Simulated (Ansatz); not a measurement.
**KMgF3: the cell at several levels of theory**

One table from this session's results is given with a row withheld; the runs are named, their logs left out.

Code: Ansatz 0.2.0. PAW datasets, plane waves, zero pressure. Calculated at 0 K for a non-magnetic cell.

### The system as given

This is the cell as the run starts from it, not yet at rest; its lengths are not the crystal's.

Space group Pm-3m (No. 221), cubic; a = 3.611 Å in the conventional setting, 9.42 Å³ an atom. Around K lie 12 F at 2.55 Å; around Mg lie 6 F at 1.81 Å; around F lie 2 Mg at 1.81 Å and 4 K at 2.55 Å.

The structure in full:

Space group Pm-3m (No. 221). a = 3.611 Å, b = 3.611 Å, c = 3.611 Å, α = 90.00°, β = 90.00°, γ = 90.00°
| atom | site | symmetry | x | y | z |
| --- | --- | --- | --- | --- | --- |
| K | 1a | m-3m | 0.0000 | 0.0000 | 0.0000 |
| Mg | 1b | m-3m | 0.5000 | 0.5000 | 0.5000 |
| F | 3c | 4/mm.m | 0.5000 | 0.5000 | 0.0000 |

Set-up of the first run:

input.yaml

```yaml
crystal:
  lattice:
    - [3.61126926, 0.0, 0.0]
    - [0.0, 3.61126926, 0.0]
    - [0.0, 0.0, 3.61126926]
  atoms:
    - { symbol: K, position: [0.0, 0.0, 0.0] }
    - { symbol: Mg, position: [0.5, 0.5, 0.5] }
    - { symbol: F, position: [0.5, 0.5, 0.0] }
    - { symbol: F, position: [0.5, 0.0, 0.5] }
    - { symbol: F, position: [0.0, 0.5, 0.5] }
kpoints:
  mp_grid: { grid: [6, 6, 6] }
hamiltonian:
  xc: pbe
scf:
  occupations: { method: fermi_dirac, width: 0.02 }
relax:
  f_tol: 0.005
  cell: {}
```

Command:

```bash
ansatz run input.yaml --threads 4 --pin off --max-ram 7372MiB --backend cpu --events-out ev --progress --plain --runs-dir out
```

Steps of the session up to this table: PBE: cell and atoms; r2SCAN: cell and atoms; Relaxing with PBEsol; Relaxing with LDA.

One table of the session follows, with a row left open; its other results are not shown here.

| level | a (Å) | volume (Å³/atom) |
| --- | --- | --- |
| PBE | 4.054 | 13.324 |
| r2SCAN | 3.980 | 12.611 |
| PBEsol | ? | ? |
| LDA | 3.909 | 11.942 |

Estimate the missing values for PBEsol.

The run gave: a (Å): 3.992; volume (Å³/atom): 12.720. In the column «a (Å)» it lies between r2SCAN (3.980) and PBE (4.054).

What this shows: The first relaxation changed the volume by +41.5 % from the start. The volume runs from LDA (least) to PBE (most), a spread of 11.6 %, or 3.7 % in length if all axes shared it alike.
